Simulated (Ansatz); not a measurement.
# H5NSSn: inversion of the pyramid at N1, part 2 of 2

How high is the barrier for the inversion of the pyramid at N1? Relax the two ends, then run a nudged elastic band between them. SMILES of the start: [NH2][SnH2][SH].

Ansatz 0.2.0; RKS PBE/def2-SVPD. Earlier steps stand in the parts before.

## Step 4: The band

crystal.atoms is end A as relaxed above, and neb.final_atoms is end B, turned to lie on A. With 7 inner images the band has 9 in all. The start path is listed, through a guess of the saddle.

input.yaml reads:

```yaml
crystal:
  periodic: [false, false, false]
  atoms:
    - { symbol: "N", position_ang: [-1.148765, 0.402476, -0.790146] }
    - { symbol: Sn, position_ang: [0.552981, 0.36553, 0.391757] }
    - { symbol: S, position_ang: [1.240205, -1.984799, 0.425732] }
    - { symbol: H, position_ang: [-1.664704, 1.287575, -0.727634] }
    - { symbol: H, position_ang: [-0.95364, 0.225312, -1.781629] }
    - { symbol: H, position_ang: [0.035663, 0.92745, 1.939019] }
    - { symbol: H, position_ang: [1.949194, 1.19312, -0.214014] }
    - { symbol: H, position_ang: [-0.010933, -2.416674, 0.756914] }
basis:
  gaussian: { orbitals: def2-SVPD }
hamiltonian:
  xc: pbe
neb:
  order_check: false
  images: 7
  f_tol: 0.03
  max_iterations: 60
  final_atoms:
    - { symbol: "N", position_ang: [-0.98767852, 0.92198522, -0.92241934] }
    - { symbol: Sn, position_ang: [0.55969594, 0.36962487, 0.33831145] }
    - { symbol: S, position_ang: [1.11081911, -2.04010485, 0.35214375] }
    - { symbol: H, position_ang: [-1.89612977, 0.55172036, -0.6203295] }
    - { symbol: H, position_ang: [-0.8441809, 0.60449311, -1.88809331] }
    - { symbol: H, position_ang: [0.06211823, 0.84638165, 1.91734315] }
    - { symbol: H, position_ang: [1.98347408, 1.1234176, -0.26264423] }
    - { symbol: H, position_ang: [0.01188283, -2.37752797, 1.08568703] }
  initial_path:
    images:
      - { positions_ang: [[-1.148765, 0.402476, -0.790146], [0.552981, 0.36553, 0.391757], [1.240205, -1.984799, 0.425732], [-1.664704, 1.287575, -0.727634], [-0.95364, 0.225312, -1.781629], [0.035663, 0.92745, 1.939019], [1.949194, 1.19312, -0.214014], [-0.010933, -2.416674, 0.756914]] }
      - { positions_ang: [[-1.10987618, 0.42183387, -0.79572584], [0.57148607, 0.37758856, 0.3941802], [1.21315407, -1.96742481, 0.44303233], [-1.65884639, 1.27697896, -0.71736842], [-0.98887421, 0.10501821, -1.71140904], [0.045226, 0.95355604, 1.92125614], [1.96785659, 1.21288416, -0.17799021], [-0.04012496, -2.380445, 0.64402383]] }
      - { positions_ang: [[-1.07098735, 0.44119174, -0.80130569], [0.58999114, 0.38964713, 0.3966034], [1.18610314, -1.95005061, 0.46033266], [-1.65298877, 1.26638292, -0.70710284], [-1.02410842, -0.01527557, -1.64118907], [0.05478899, 0.97966207, 1.90349329], [1.98651919, 1.23264832, -0.14196641], [-0.06931692, -2.34421599, 0.53113367]] }
      - { positions_ang: [[-1.03209853, 0.4605496, -0.80688553], [0.6084962, 0.40170569, 0.3990266], [1.15905221, -1.93267642, 0.47763299], [-1.64713116, 1.25578688, -0.69683725], [-1.05934263, -0.13556936, -1.57096911], [0.06435199, 1.00576811, 1.88573043], [2.00518178, 1.25241248, -0.10594262], [-0.09850887, -2.30798699, 0.4182435]] }
      - { positions_ang: [[-0.9932097, 0.47990747, -0.81246538], [0.62700127, 0.41376426, 0.4014498], [1.13200127, -1.91530222, 0.49493332], [-1.64127354, 1.24519084, -0.68657167], [-1.09457683, -0.25586315, -1.50074914], [0.07391499, 1.03187415, 1.86796757], [2.02384438, 1.27217664, -0.06991883], [-0.12770083, -2.27175799, 0.30535333]] }
      - { positions_ang: [[-0.99182691, 0.59042691, -0.83995387], [0.61017494, 0.40272941, 0.38566521], [1.12670573, -1.94650288, 0.45923592], [-1.7049876, 1.07182322, -0.67001113], [-1.03197785, -0.04077408, -1.59758518], [0.0709658, 0.98550102, 1.88031147], [2.0137518, 1.23498688, -0.11810018], [-0.09280492, -2.29820048, 0.50043675]] }
      - { positions_ang: [[-0.99044411, 0.70094634, -0.86744236], [0.59334861, 0.39169456, 0.36988062], [1.12141019, -1.97770353, 0.42353853], [-1.76870166, 0.8984556, -0.65345059], [-0.96937887, 0.17431498, -1.69442123], [0.06801661, 0.9391279, 1.89265536], [2.00365923, 1.19779712, -0.16628153], [-0.057909, -2.32464298, 0.69552018]] }
      - { positions_ang: [[-0.98906132, 0.81146578, -0.89493085], [0.57652227, 0.38065972, 0.35409604], [1.11611465, -2.00890419, 0.38784114], [-1.83241572, 0.72508798, -0.63689004], [-0.90677988, 0.38940404, -1.79125727], [0.06506742, 0.89275478, 1.90499926], [1.99356665, 1.16060736, -0.21446288], [-0.02301308, -2.35108547, 0.8906036]] }
      - { positions_ang: [[-0.98767852, 0.92198522, -0.92241934], [0.55969594, 0.36962487, 0.33831145], [1.11081911, -2.04010485, 0.35214375], [-1.89612977, 0.55172036, -0.6203295], [-0.8441809, 0.60449311, -1.88809331], [0.06211823, 0.84638165, 1.91734315], [1.98347408, 1.1234176, -0.26264423], [0.01188283, -2.37752797, 1.08568703]] }
```

On the command line:

```console
> ansatz run input.yaml --threads 2 --pin off --max-ram 3072MiB --backend cpu --events-out ev --progress --plain --runs-dir out
```

The program printed (excerpt; [...] marks lines left out):

```text
Warning: RAYON_NUM_THREADS=2 ignored (pool sized by the plan → 2); use --threads N
[...]
Functional definition: PBE
[...]
1118 factors; their error is unknown
[...]
mean field -18227.59543757 eV, -669.8517772226 hartree, gradient 3.3e-5 eV, S^2 0.000000; 0 other end points of the search recorded, 0 dependent functions left out
[...]
reference -18227.59549254 eV, -669.8517792429 hartree; 25, 25 occupied and 94, 94 virtual orbitals, 1118 factors
1118 factors; their error is unknown
[...]
mean field -18227.64815749 eV, -669.8537146441 hartree, gradient 6.4e-5 eV, S^2 0.000000; 0 other end points of the search recorded, 0 dependent functions left out
[...]
reference -18227.64821497 eV, -669.8537167566 hartree; 25, 25 occupied and 94, 94 virtual orbitals, 1118 factors
NEB end point (image 0): max|allowed force component| = 5.991e-3 eV/Å (the criterion of neb.relax_end_points is 1.000e-2)
[...]
NEB iter  13: max|band force component| = 1.535e-2 eV/Å  barrier→ = 0.0351 eV  barrier← = 0.0879 eV  CI = image 2  Δτ_max = 0.0000 Å  (405 SCF iters)
Total energy: -18227.56034448 eV, -669.8504875757 hartree
Atom 0 at    -1.003026     0.571160    -0.885068 Å, force     0.002843     0.000138     0.001547 eV/Å
Atom 1 at     0.584248     0.361830     0.371683 Å, force    -0.002112    -0.000755     0.001941 eV/Å
Atom 2 at     1.231146    -2.010112     0.497328 Å, force     0.003416    -0.003915    -0.002834 eV/Å
Atom 3 at    -1.875730     0.999176    -0.584200 Å, force    -0.000359     0.000792     0.000148 eV/Å
Atom 4 at    -0.941828     0.431604    -1.890859 Å, force    -0.001323     0.000137    -0.003137 eV/Å
Atom 5 at     0.018013     0.948190     1.889742 Å, force    -0.001453     0.002951     0.001247 eV/Å
Atom 6 at     2.013338     1.115830    -0.232003 Å, force     0.000368     0.001183    -0.000803 eV/Å
Atom 7 at    -0.026161    -2.417688     0.833374 Å, force    -0.001381    -0.000531     0.001891 eV/Å
Dipole moment:    -0.267229     0.338859    -0.045876 e Å
this run last wrote the band of iteration 13 to <dir>
```

It took 3.6 min on 2 threads of Arm Neoverse V1, shared host; peak memory 0.16 GiB.

## Step 5: The band, image by image

The 7 inner images lie between the fixed ends 0 and 8. Energy is taken from image 0, and the path length is the program's own coordinate along the band.

```
image  path (Å)  energy (eV)  sum of angles at N1 (°)  band force (eV/Å)
    0     0.000       0.0000                    333.9                  -
    1     0.306       0.0050                    337.0              0.011
   2*     0.612       0.0351                    359.0              0.004
    3     0.760       0.0186                    358.3              0.006
    4     0.908      -0.0193                    347.9              0.009
    5     1.056      -0.0427                    336.1              0.010
    6     1.203      -0.0492                    332.7              0.015
    7     1.351      -0.0519                    332.0              0.008
    8     1.499      -0.0527                    332.2                  -
```

The star marks the climbing image.

image, energy (eV) and a bar:
```
        0      0.000 ##################
        1      0.005 ####################
        2      0.035 ##############################
        3      0.019 ########################
        4     -0.019 ###########
        5     -0.043 ###
        6     -0.049 #
        7     -0.052 
        8     -0.053
```

How the highest energy settled:

```
iteration  highest image above image 0 (eV)  largest band force (eV/Å)
        1                            1.4599                     14.547
        2                            0.1137                      1.208
        3                            0.0965                      0.823
        4                            0.0587                      0.690
        5                            0.0453                      0.614
        6                            0.0355                      0.407
        7                            0.0373                      0.366
        8                            0.0359                      0.093
        9                            0.0357                      0.055
       10                            0.0359                      0.207
       11                            0.0355                      0.122
       12                            0.0353                      0.046
       13                            0.0351                      0.015
```

Positions of all images (Å):

```xyz
8
image=0 dE=0.0000
N    -1.149    0.402   -0.790
Sn    0.553    0.366    0.392
S     1.240   -1.985    0.426
H    -1.665    1.288   -0.728
H    -0.954    0.225   -1.782
H     0.036    0.927    1.939
H     1.949    1.193   -0.214
H    -0.011   -2.417    0.757
8
image=1 dE=0.0050
N    -1.112    0.397   -0.843
Sn    0.562    0.353    0.371
S     1.243   -1.998    0.489
H    -1.759    1.162   -0.627
H    -0.914    0.415   -1.849
H     0.024    0.944    1.900
H     1.971    1.148   -0.244
H    -0.015   -2.421    0.803
8
image=2 dE=0.0351
N    -1.003    0.571   -0.885
Sn    0.584    0.362    0.372
S     1.231   -2.010    0.497
H    -1.876    0.999   -0.584
H    -0.942    0.432   -1.891
H     0.018    0.948    1.890
H     2.013    1.116   -0.232
H    -0.026   -2.418    0.833
8
image=3 dE=0.0186
N    -0.966    0.688   -0.909
Sn    0.584    0.361    0.371
S     1.225   -2.017    0.495
H    -1.894    0.934   -0.574
H    -0.952    0.398   -1.884
H     0.018    0.948    1.890
H     2.014    1.109   -0.231
H    -0.030   -2.423    0.842
8
image=4 dE=-0.0193
N    -0.945    0.799   -0.940
Sn    0.579    0.367    0.365
S     1.208   -2.018    0.485
H    -1.893    0.858   -0.566
H    -0.948    0.365   -1.865
H     0.020    0.949    1.889
H     2.017    1.104   -0.228
H    -0.038   -2.425    0.858
8
image=5 dE=-0.0427
N    -0.948    0.870   -0.954
Sn    0.575    0.382    0.356
S     1.177   -2.013    0.450
H    -1.885    0.750   -0.558
H    -0.920    0.370   -1.849
H     0.032    0.941    1.894
H     2.019    1.112   -0.227
H    -0.051   -2.413    0.886
8
image=6 dE=-0.0492
N    -0.961    0.891   -0.942
Sn    0.574    0.387    0.354
S     1.148   -2.016    0.404
H    -1.887    0.655   -0.568
H    -0.883    0.433   -1.857
H     0.048    0.915    1.908
H     2.013    1.125   -0.232
H    -0.051   -2.390    0.933
8
image=7 dE=-0.0519
N    -0.976    0.907   -0.929
Sn    0.568    0.381    0.347
S     1.129   -2.026    0.373
H    -1.892    0.590   -0.590
H    -0.860    0.520   -1.873
H     0.058    0.881    1.916
H     1.998    1.129   -0.246
H    -0.027   -2.381    1.002
8
image=8 dE=-0.0527
N    -0.988    0.922   -0.922
Sn    0.560    0.370    0.338
S     1.111   -2.040    0.352
H    -1.896    0.552   -0.620
H    -0.844    0.604   -1.888
H     0.062    0.846    1.917
H     1.983    1.123   -0.263
H     0.012   -2.378    1.086
```

## Step 6: Frequencies at the highest image

The geometry is the highest inner image of the first converged band.

input.yaml reads:

```yaml
crystal:
  periodic: [false, false, false]
  atoms:
    - { symbol: "N", position_ang: [-1.003026, 0.57116, -0.885068] }
    - { symbol: Sn, position_ang: [0.584248, 0.36183, 0.371683] }
    - { symbol: S, position_ang: [1.231146, -2.010112, 0.497328] }
    - { symbol: H, position_ang: [-1.87573, 0.999176, -0.5842] }
    - { symbol: H, position_ang: [-0.941828, 0.431604, -1.890859] }
    - { symbol: H, position_ang: [0.018013, 0.94819, 1.889742] }
    - { symbol: H, position_ang: [2.013338, 1.11583, -0.232003] }
    - { symbol: H, position_ang: [-0.026161, -2.417688, 0.833374] }
basis:
  gaussian: { orbitals: def2-SVPD }
hamiltonian:
  xc: pbe
phonons: {}
```

On the command line:

```console
> ansatz run input.yaml --threads 2 --pin off --max-ram 3072MiB --backend cpu --events-out ev --progress --plain --runs-dir out
```

The program printed (excerpt; [...] marks lines left out):

```text
Warning: RAYON_NUM_THREADS=2 ignored (pool sized by the plan → 2); use --threads N
[...]
[... 1 set-up line as earlier in the session ...]
[...]
1118 factors; their error is unknown
[...]
mean field -18227.56029410 eV, -669.8504857242 hartree, gradient 1.1e-5 eV, S^2 0.000000; 0 other end points of the search recorded, 0 dependent functions left out
[...]
reference -18227.56034906 eV, -669.8504877437 hartree; 25, 25 occupied and 94, 94 virtual orbitals, 1118 factors
[...]
1118 factors; their error is unknown
mean field -18227.56015202 eV, -669.8504805027 hartree, gradient 9.9e-7 eV, S^2 0.000000; 0 other end points of the search recorded, 0 dependent functions left out
[...]
reference -18227.56020699 eV, -669.8504825227 hartree; 25, 25 occupied and 94, 94 virtual orbitals, 1118 factors
[...]
1118 factors; their error is unknown
[...]
mean field -18227.56013734 eV, -669.8504799634 hartree, gradient 9.1e-7 eV, S^2 0.000000; 0 other end points of the search recorded, 0 dependent functions left out
[...]
WARN: phonons: modes at or below zero, which the zero-point energy, F, S and C_V leave out: 1, the lowest at -338.84 cm⁻¹. A minimum has none, and a first-order saddle one
[...]
Total energy: -18227.56034906 eV, -669.8504877437 hartree
Atom 0 at    -1.003026     0.571160    -0.885068 Å, force     0.002798     0.000171     0.001507 eV/Å
Atom 1 at     0.584248     0.361830     0.371683 Å, force    -0.002105    -0.000645     0.001924 eV/Å
Atom 2 at     1.231146    -2.010112     0.497328 Å, force     0.003455    -0.003996    -0.002791 eV/Å
Atom 3 at    -1.875730     0.999176    -0.584200 Å, force    -0.000353     0.000788     0.000153 eV/Å
Atom 4 at    -0.941828     0.431604    -1.890859 Å, force    -0.001334     0.000139    -0.003153 eV/Å
Atom 5 at     0.018013     0.948190     1.889742 Å, force    -0.001432     0.002927     0.001255 eV/Å
Atom 6 at     2.013338     1.115830    -0.232003 Å, force     0.000352     0.001165    -0.000785 eV/Å
Atom 7 at    -0.026161    -2.417688     0.833374 Å, force    -0.001381    -0.000547     0.001890 eV/Å
Dipole moment:    -0.267229     0.338859    -0.045877 e Å
Vibrations: -338.84 106.39 151.96 204.75 325.73 368.55 493.27 574.35 609.29 649.77 686.85 750.76 1473.73 1852.21 1875.04 2618.94 3524.83 3653.31 cm⁻¹, zero-point energy 1.234866 eV
```

It took 62 s on 2 threads of Arm Neoverse V1, shared host; peak memory 0.15 GiB.

Of 18 modes, 1 is imaginary by more than 30 cm⁻¹ (339i cm⁻¹).

## Step 7: Results

The summary covers parts 1 to 2.

```
                    quantity                     value
                       end A   7 moves, 0.123 eV lower
                       end B  13 moves, 0.266 eV lower
            barrier forwards                  0.035 eV
           barrier backwards                  0.088 eV
second end relative to first                 -0.053 eV
               highest image     2 of 0 to 8, climbing
             band iterations                        13
  imaginary modes at the top                 339i cm⁻¹
```

**Reading.** Along this path the system climbs 0.035 eV from the first end (1.4 kT at 300 K). Going back costs 0.088 eV, since the second end is 0.053 eV below the first. One imaginary mode, as a first-order saddle point has. These are electronic energies, with no zero-point or thermal terms. Tunnelling, which matters where hydrogen moves, is missing too.
